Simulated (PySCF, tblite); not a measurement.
# C6H5F3O: geometry, infrared bands and NMR shifts

What infrared bands and NMR shifts should C6H5F3O (`CC#CC(=O)C(F)(F)CF`) show?

Programs: tblite 0.8.0 and PySCF 2.14.0, with density-fitted response routines of our own. Each step states its level of theory. These are calculated values for one molecule in the gas phase, unless marked as measured. Atoms count from 0, in the outputs and in this text.

## 1. Starting geometry

15 atoms, charge 0, multiplicity 1; geometry from: force field or distance geometry start.

Bonds of the start (Å): C0–C1 1.50, C1–C2 1.19, C2–C3 1.45, C3–O4 1.26, C3–C5 1.47, C5–F6 1.40, C5–F7 1.37, C5–C8 1.51, C8–F9 1.36, C0–H10 1.11, C0–H11 1.10, C0–H12 1.09, C8–H13 1.11, C8–H14 1.12.

## 2. Relaxing the molecule with GFN2-xTB

What the job is given:

```
{"job": {"kind": "relax", "xc": "GFN2-xTB", "basis": "xTB"}, "charge": 0, "multiplicity": 1}
C      3.145300    -0.735600    -0.107300
C      1.820900    -0.040800    -0.118300
C      0.776100     0.529600    -0.104000
C     -0.497300     1.232400    -0.122100
O     -0.486600     2.372900    -0.659700
C     -1.738600     0.691500     0.457500
F     -2.740500     1.607800     0.109100
F     -1.767300     0.613600     1.827200
C     -2.173800    -0.613300    -0.169000
F     -1.210700    -1.560800     0.006000
H      3.849800    -0.160400     0.524500
H      2.974900    -1.718200     0.353100
H      3.574700    -0.792900    -1.103300
H     -3.095500    -0.981100     0.323300
H     -2.436000    -0.436800    -1.238800
```

Run with:

```
OMP_NUM_THREADS=1 python probes_run.py task.json out
```

One launch serves the whole session: the jobs run in the order shown.

**Question.** This job is followed by: GFN2-xTB harmonic vibrations, gas phase; GIAO PBE0/pcSseg-1 NMR shielding, non-relativistic, gas phase. Predict these results of the whole session: strongest single infrared mode (GFN2-xTB); zero-point energy (GFN2-xTB); 13C shifts against TMS (PBE0/pcSseg-1); 1H shifts against TMS (PBE0/pcSseg-1, means over atoms taken as alike); 17O shifts against H2O (PBE0/pcSseg-1); 19F shifts against CFCl3 (PBE0/pcSseg-1, means over atoms taken as alike).

**Answer**, as computed:

| quantity | value |
| --- | --- |
| strongest single infrared mode (GFN2-xTB) | 2337 cm⁻¹, 467 km/mol |
| zero-point energy (GFN2-xTB) | 59.7 kcal/mol |
| 13C shifts against TMS (PBE0/pcSseg-1) | 184.6, 121.9, 115.0, 88.2, 83.2, 5.8 ppm |
| 1H shifts against TMS (PBE0/pcSseg-1, means over atoms taken as alike) | 4.96, 2.40 ppm |
| 17O shifts against H2O (PBE0/pcSseg-1) | 678.3 ppm |
| 19F shifts against CFCl3 (PBE0/pcSseg-1, means over atoms taken as alike) | -133.3, -265.9 ppm |

**Reading.** The optimisation took 126 steps and gained 0.580 eV; among the close pairs (by a distance rule), C3–C5 changed most, from 1.473 to 1.559 Å. The lowest mode is imaginary (23i cm⁻¹), so the xTB geometry is not a minimum. The strongest single mode, at 2337 cm⁻¹, moves mainly C1 and C2. GFN2-xTB is a fitted tight-binding method: band positions and strengths are rough. Its intensities can rank the bands wrongly. The most deshielded hydrogen is H13, H14 (mean) (hydrogen on an sp3 CH2 bonded to F), at 4.96 ppm: its carbon carries F, which withdraws density. At PBE0/pcSseg-1: The largest span, 1319 ppm, is at O4, where the paramagnetic term is -741 ppm.
